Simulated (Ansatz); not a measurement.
# CH₇AlClNSi: up Jacob's ladder to CCSD(T)

The task here is to estimate one member of a computed series from the others.

Program: Ansatz 0.2.0, Gaussian basis. Level of theory: functionals in def2-TZVPP, the program's frozen cores in correlated methods. These are calculated values, not measurements.

The runs, in order: PBE-D4, r2SCAN-D4, PBE0-D4, B3LYP-D4, ωB97X-V, ωB97M-V, B2PLYP; CCSD(T)/def2-TZVPP; MP2/def2-QZVPP; extrapolation to the limit.

## The geometry

All runs share one geometry, relaxed beforehand with PBE0-D4 in a triple-zeta def2 set.

SMILES `[CH3][AlH][NH][SiH2]Cl`, 12 atoms, charge 0, spin multiplicity 1.

Atoms are counted from 1 here; the program's logs count them from 0.

Bond lengths: C1–Al2 1.945 Å, C1–H6 1.095 Å, C1–H7 1.093 Å, C1–H8 1.095 Å, Al2–N3 1.795 Å, Al2–H9 1.582 Å, N3–Si4 1.706 Å, N3–H10 1.013 Å, Si4–Cl5 2.069 Å, Si4–H11 1.482 Å, Si4–H12 1.479 Å. Angles: Al2–C1–H6 110.7°, Al2–C1–H7 113.1°, Al2–C1–H8 110.9°, H6–C1–H7 107.7°, H6–C1–H8 106.4°, H7–C1–H8 107.8°, C1–Al2–N3 119.6°, C1–Al2–H9 124.7°, N3–Al2–H9 115.8°, Al2–N3–Si4 128.5°, Al2–N3–H10 116.8°, Si4–N3–H10 114.5°, N3–Si4–Cl5 112.5°, N3–Si4–H11 112.0°, N3–Si4–H12 108.5°, Cl5–Si4–H11 105.0°, Cl5–Si4–H12 106.9°, H11–Si4–H12 111.9°.

Set-up of the first run:

The input, in.yaml:

```yaml
crystal:
  periodic: [false, false, false]
  atoms:
    - {symbol: C, position_ang: [-1.091765, 0.958648, -2.058693]}
    - {symbol: Al, position_ang: [0.083157, -0.125801, -0.950831]}
    - {symbol: N, position_ang: [-0.085681, -0.071967, 0.835187]}
    - {symbol: Si, position_ang: [0.853504, -0.869560, 2.015239]}
    - {symbol: Cl, position_ang: [2.231432, 0.386969, 2.911644]}
    - {symbol: H, position_ang: [-0.511958, 1.660654, -2.667053]}
    - {symbol: H, position_ang: [-1.812921, 1.539488, -1.478361]}
    - {symbol: H, position_ang: [-1.653624, 0.333563, -2.760369]}
    - {symbol: H, position_ang: [1.202853, -1.095637, -1.507415]}
    - {symbol: H, position_ang: [-0.781596, 0.561104, 1.209740]}
    - {symbol: H, position_ang: [0.023136, -1.384244, 3.129411]}
    - {symbol: H, position_ang: [1.620364, -1.948314, 1.355399]}
basis:
  gaussian: {orbitals: def2-TZVPP}
hamiltonian: {xc: pbe, dispersion: d4}
output: {forces: true, orbitals: {seedname: orbitals}}
```

The run is started by

```
ansatz run in.yaml --threads 4 --pin off --events-out ev --progress --plain --max-ram 10444MiB
```

Steps of the session up to this table: PBE-D4 (GGA); r2SCAN-D4 (meta-GGA); PBE0-D4 (hybrid); B3LYP-D4 (hybrid); ωB97X-V (range-separated); ωB97M-V (range-separated); B2PLYP (double hybrid); CCSD(T) in def2-TZVPP; MP2 in def2-QZVPP.

One of the session's tables, all rows but one given; the rest of the session is left out.

```
            method  atomisation energy (kJ/mol)
            PBE-D4                            ?
         r2SCAN-D4                       4059.4
           PBE0-D4                       4030.8
          B3LYP-D4                       4051.8
           ωB97X-V                       4081.1
           ωB97M-V                       4077.0
            B2PLYP                       4007.5
     HF/def2-TZVPP                       3020.7
    MP2/def2-TZVPP                       3990.8
   CCSD/def2-TZVPP                       3901.1
CCSD(T)/def2-TZVPP                       3950.8
           MP2/CBS                       4106.2
       CCSD(T)/CBS                       4066.1
```

**Question.** Estimate the row for PBE-D4.

**Answer.** atomisation energy (kJ/mol): 4067.0. In the column «atomisation energy (kJ/mol)» it lies between CCSD(T)/CBS (4066.1) and ωB97M-V (4077.0).
